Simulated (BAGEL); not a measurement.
# HF/3-21G (density fitting with qzvpp-jkfit) run of C2H4N2O (SMILES N=C=C(N)O)

What is the electronic atomisation energy of C2H4N2O at HF/3-21G (density fitting with qzvpp-jkfit)? 

The calculation is run with BAGEL 1.2.2.

20 further runs of the same task are left out: 1 that didn't finish, 19 set aside as unsound or not needed.

## Step 1: The structure to begin with

C2H4N2O: 9 atoms, total charge 0, spin state singlet. SMILES: `N=C=C(N)O`. The shape is that of a PBE0-D4/def2-TZVP optimisation. This is one conformer, not always the lowest.

Bond lengths: N1–C2 1.234 Å, C2–C3 1.313 Å, C3–N4 1.397 Å, C3–O5 1.372 Å, N1–H6 1.025 Å, N4–H7 1.008 Å, N4–H8 1.013 Å, O5–H9 0.961 Å. Angles: N1–C2–C3 172.4°, C2–C3–N4 124.3°, C2–C3–O5 123.2°, N4–C3–O5 112.2°, C2–N1–H6 113.3°, C3–N4–H7 113.0°, C3–N4–H8 112.7°, C3–O5–H9 108.7°, H7–N4–H8 110.7°.

## Step 2: The energy at HF/3-21G (density fitting with qzvpp-jkfit)

File input.json:

```json
{ "bagel" : [

{
  "title" : "molecule",
  "basis" : "3-21g",
  "df_basis" : "qzvpp-jkfit",
  "angstrom" : "true",
  "geometry" : [
    { "atom" : "N", "xyz" : [       0.060400,       2.088800,      -0.524300 ] },
    { "atom" : "C", "xyz" : [      -0.039400,       0.921100,      -0.136400 ] },
    { "atom" : "C", "xyz" : [       0.028900,      -0.321900,       0.282000 ] },
    { "atom" : "N", "xyz" : [      -0.110400,      -1.439500,      -0.544700 ] },
    { "atom" : "O", "xyz" : [       0.120600,      -0.665300,       1.607600 ] },
    { "atom" : "H", "xyz" : [      -0.844800,       2.534800,      -0.702400 ] },
    { "atom" : "H", "xyz" : [      -0.457900,      -1.209500,      -1.462700 ] },
    { "atom" : "H", "xyz" : [       0.740400,      -1.985900,      -0.610800 ] },
    { "atom" : "H", "xyz" : [       0.590700,       0.031200,       2.074800 ] }
  ]
},

{
  "title" : "hf",
  "charge" : 0
},

{
  "title" : "print",
  "file" : "orbitals.molden",
  "orbitals" : "true"
}

]}
```

On the command line:

```
BAGEL_NUM_THREADS=1 BAGEL input.json > input.out
```

Standard output:

```text
* using 1 threads per process

  ===============================================================
  ===============================================================

  *** Geometry ***

  { "atom" : "N", "xyz" : [      0.114139,      3.947260,     -0.990783 ] },
  { "atom" : "C", "xyz" : [     -0.074455,      1.740627,     -0.257759 ] },
  { "atom" : "C", "xyz" : [      0.054613,     -0.608303,      0.532903 ] },
  { "atom" : "N", "xyz" : [     -0.208626,     -2.720261,     -1.029334 ] },
  { "atom" : "O", "xyz" : [      0.227901,     -1.257235,      3.037924 ] },
  { "atom" : "H", "xyz" : [     -1.596441,      4.790078,     -1.327344 ] },
  { "atom" : "H", "xyz" : [     -0.865306,     -2.285624,     -2.764102 ] },
  { "atom" : "H", "xyz" : [      1.399153,     -3.752807,     -1.154245 ] },
  { "atom" : "H", "xyz" : [      1.116261,      0.058959,      3.920804 ] },

  Number of auxiliary basis functions:      453

  Since a DF basis is specified, we compute 2- and 3-index integrals:
    o Being stored without compression. Storage requirement is 0.010 GB

  Number of basis functions:       53
  Number of electrons      :       38

    * METHOD: MOLECULE                             0.11

  *** RHF ***

  === Nuclear Repulsion ===
   160.9999080328

      * DIIS with orbital gradients will be used.

  === RHF iteration (3-21g) ===
      0       -260.10565679          0.02704004           0.02
      1       -260.22123427          0.01546044           0.02
      2       -260.26358648          0.00248825           0.02
      3       -260.26557785          0.00104643           0.02
      4       -260.26590374          0.00030503           0.02
      5       -260.26597635          0.00014189           0.02
      6       -260.26598913          0.00005892           0.02
      7       -260.26599124          0.00001583           0.02
      8       -260.26599135          0.00000805           0.02
      9       -260.26599137          0.00000391           0.02
     10       -260.26599138          0.00000172           0.02
     11       -260.26599139          0.00000086           0.02
     12       -260.26599139          0.00000056           0.02
     13       -260.26599139          0.00000029           0.02
     14       -260.26599139          0.00000010           0.02
     15       -260.26599139          0.00000006           0.02
     16       -260.26599139          0.00000002           0.02
     17       -260.26599139          0.00000001           0.04
    * SCF iteration converged.

    * Permanent dipole moment:
           (   -0.072223,    -0.217975,     0.408720) a.u.

    * METHOD: HF                                   0.49

    * METHOD: PRINT                                0.00

  ===============================================================
```

It took 0.97 s on 1 thread of Intel Xeon 6975P-C (Granite Rapids), shared host; peak memory 0.08 GiB.

## Step 3: The C atom, same level

File input.json:

```json
{ "bagel" : [

{
  "title" : "molecule",
  "basis" : "3-21g",
  "df_basis" : "qzvpp-jkfit",
  "angstrom" : "true",
  "geometry" : [
    { "atom" : "C", "xyz" : [    0.000000,    0.000000,    0.000000 ] }
  ]
},
{ "title" : "uhf", "nopen" : 2 },
{ "title" : "print", "file" : "orbitals.molden", "orbitals" : "true" }

]}
```

Run the same way, it converges to -37.48108 Eh (log not shown).

## Step 4: The H atom

File hf.json:

```json
{ "bagel": [

{
  "title": "molecule",
  "basis": "3-21g",
  "df_basis": "qzvpp-jkfit",
  "angstrom": true,
  "geometry": [
    { "atom": "H", "xyz": [       0.000000,       0.000000,       0.000000 ] }
  ]
},

{
  "title": "uhf",
  "nopen": 1
},

{
  "title": "print",
  "file": "orbitals.molden",
  "orbitals": true
}

]}
```

On the command line:

```
BAGEL_NUM_THREADS=1 BAGEL hf.json > hf.out
```

Standard output:

```text
* using 1 threads per process

  ===============================================================
  ===============================================================

  *** Geometry ***

  { "atom" : "H", "xyz" : [      0.000000,      0.000000,      0.000000 ] },

  Number of auxiliary basis functions:       18

  Since a DF basis is specified, we compute 2- and 3-index integrals:
    o Being stored without compression. Storage requirement is 0.000 GB

  Number of basis functions:        2
  Number of electrons      :        1

    * METHOD: MOLECULE                             0.01

  *** Open-shell HF ***

  === Nuclear Repulsion ===
     0.0000000000

      * DIIS with orbital gradients will be used.

  === UHF iteration (3-21g) ===
      0         -0.48950371          0.09163385           0.00
      1         -0.49554995          0.02860283           0.00
      2         -0.49613575          0.00890675           0.00
      3         -0.49619861          0.00000000           0.00
    * SCF iteration converged.

    * S^2 (UHF) is 0.7500

    * Permanent dipole moment:
           (    0.000000,     0.000000,     0.000000) a.u.

    * METHOD: UHF                                  0.01

    * METHOD: PRINT                                0.00

  ===============================================================
```

It took 0.34 s on 1 thread of Intel Xeon 6975P-C (Granite Rapids), shared host; peak memory 0.08 GiB.

## Step 5: The N atom at the same level

File hf.json:

```json
{ "bagel": [

{
  "title": "molecule",
  "basis": "3-21g",
  "df_basis": "qzvpp-jkfit",
  "angstrom": true,
  "geometry": [
    { "atom": "N", "xyz": [    0.000000,    0.000000,    0.000000 ] }
  ]
},
{
  "title": "uhf",
  "nopen": 3
},
{
  "title": "print",
  "file": "orbitals.molden",
  "orbitals": true
}

]}
```

Run the same way, it converges to -54.10535 Eh (log not shown).

## Step 6: The O atom at the same level

File hf.json:

```json
{ "bagel": [

{
  "title": "molecule",
  "basis": "3-21g",
  "df_basis": "qzvpp-jkfit",
  "angstrom": true,
  "geometry": [
    { "atom": "O", "xyz": [       0.000000,       0.000000,       0.000000 ] }
  ]
},

{ "title": "uhf", "nopen": 2 },

{ "title": "print", "file": "orbitals.molden", "orbitals": true }

]}
```

Run the same way, it converges to -74.39351 Eh (log not shown).

## Step 7: Results

Level: HF/3-21G (density fitting with qzvpp-jkfit).

| quantity | value |
| --- | --- |
| molecule: total energy | -260.26599 Eh |
| molecule: dipole moment | 1.19 D |
| molecule: HOMO energy | -8.08 eV |
| molecule: LUMO energy | 4.09 eV |
| molecule: HOMO–LUMO gap | 12.17 eV |
| C atom: total energy | -37.48108 Eh |
| C atom: dipole moment | 0.00 D |
| C atom: ⟨S²⟩ | 2.001 |
| H atom: total energy | -0.49620 Eh |
| H atom: dipole moment | 0.00 D |
| H atom: ⟨S²⟩ | 0.750 |
| N atom: total energy | -54.10535 Eh |
| N atom: dipole moment | 0.00 D |
| N atom: ⟨S²⟩ | 3.752 |
| O atom: total energy | -74.39351 Eh |
| O atom: dipole moment | 0.00 D |
| O atom: ⟨S²⟩ | 2.001 |
| electronic atomisation energy | 19.451 eV |

What this shows: Taking the molecule apart into free atoms costs 19.45 eV (1877 kJ/mol), before zero-point energy and without spin-orbit coupling. Hartree–Fock lacks the correlation of the bonding pairs, which as a rule makes this value much too low; in minimal bases other errors can mask that. The basis has no polarisation functions, which makes bonds too weak.
